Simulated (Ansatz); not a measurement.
# CHClFNSi: ionisation energy by level of theory

One table from this session's results is given with a row withheld; the runs are named, their logs left out.

Computed with Ansatz 0.2.0, Gaussian basis. Level: unrestricted cation, the program's frozen cores in correlated methods.

Plan: UKS PBE-D4/def2-TZVPP; UKS r2SCAN-D4/def2-TZVPP; UKS PBE0-D4/def2-TZVPP; UKS B3LYP-D4/def2-TZVPP; UKS wB97X-V/def2-TZVPP; UKS wB97M-V/def2-TZVPP; UKS B2PLYP/def2-TZVPP; UHF-CCSD(T)/def2-TZVPP; UHF-MP2/def2-QZVPP; extrapolation to the limit; then −ε(HOMO) from the neutral's earlier runs with LDA (SPW92), PBE-D4, revPBE-D4, BLYP-D4, r2SCAN-D4, B97M-V, PBE0-D4, B3LYP-D4, r2SCANh-D4, r2SCAN0-D4, HSE06-D4, BHLYP-D4, CAM-B3LYP-D4, LC-ωPBE, ωB97X-V, ωB97M-V.

### The geometry

An earlier PBE0-D4 in a triple-zeta def2 set relaxation fixed the geometry.

SMILES `FC1=N[SiH]1Cl`, 6 atoms, charge 0, spin multiplicity 1.

Atoms are counted from 1 here; the program's logs count them from 0.

Bond lengths: F1–C2 1.310 Å, C2–N3 1.270 Å, C2–Si4 1.756 Å, N3–Si4 1.775 Å, Si4–Cl5 2.023 Å, Si4–H6 1.469 Å. Angles: F1–C2–N3 128.1°, F1–C2–Si4 162.2°, N3–C2–Si4 69.7°, C2–N3–Si4 68.1°, C2–Si4–N3 42.2°, C2–Si4–Cl5 123.2°, C2–Si4–H6 125.2°, N3–Si4–Cl5 119.8°, N3–Si4–H6 120.9°, Cl5–Si4–H6 109.4°.

Set-up of the first run:

Contents of in.yaml:

```yaml
crystal:
  periodic: [false, false, false]
  atoms:
    - {symbol: F, position_ang: [0.158303, -2.281341, -0.638720]}
    - {symbol: C, position_ang: [0.216569, -1.043678, -0.212130]}
    - {symbol: N, position_ang: [1.240339, -0.391707, 0.161046]}
    - {symbol: Si, position_ang: [-0.233891, 0.593228, 0.234784]}
    - {symbol: Cl, position_ang: [-0.525653, 2.070235, -1.116453]}
    - {symbol: H, position_ang: [-0.813568, 0.989362, 1.525374]}
basis:
  gaussian: {orbitals: def2-TZVPP}
total_charge: 1
magnetization: {spin_polarized: true, initial_magnetization: 1}
hamiltonian: {xc: pbe, dispersion: d4}
```

Among the steps run: Cation, UKS PBE-D4/def2-TZVPP; Cation, UKS r2SCAN-D4/def2-TZVPP; Cation, UKS PBE0-D4/def2-TZVPP; Cation, UKS B3LYP-D4/def2-TZVPP; Cation, UKS wB97X-V/def2-TZVPP; Cation, UKS wB97M-V/def2-TZVPP; Cation, UKS B2PLYP (frozen core)/def2-TZVPP; Cation, UHF-CCSD(T)/def2-TZVPP; Cation, UHF-MP2/def2-QZVPP.

One table of the session follows, with a row left open; its other results are not shown here.

It belongs to the step «Ionisation energies side by side». For comparison, −ε(HOMO) of the neutral from earlier runs:

```
  functional  −ε(HOMO) (eV)
 LDA (SPW92)           6.57
      PBE-D4           6.38
   revPBE-D4           6.30
     BLYP-D4           6.26
   r2SCAN-D4           6.63
      B97M-V           6.69
     PBE0-D4           7.71
    B3LYP-D4           7.49
  r2SCANh-D4              ?
  r2SCAN0-D4           7.88
    HSE06-D4           7.30
    BHLYP-D4           8.97
CAM-B3LYP-D4           9.10
     LC-ωPBE          10.42
     ωB97X-V          10.06
     ωB97M-V           9.95
```

**Question.** Estimate the row for r2SCANh-D4.

Worked estimate for «−ε(HOMO) (eV)». Against the share of exact exchange, r2SCAN-D4 (0, 6.63), r2SCAN0-D4 (0.25, 7.88) give a slope of 5.00 per unit share; at 0.1 the line stands at 7.13.

The run gave: −ε(HOMO) (eV): 7.13. In «−ε(HOMO) (eV)» the line misses by 0.00.

Caveats from the session: The cation may have settled in a state other than its lowest; no search over hole states beyond the program's own was made.
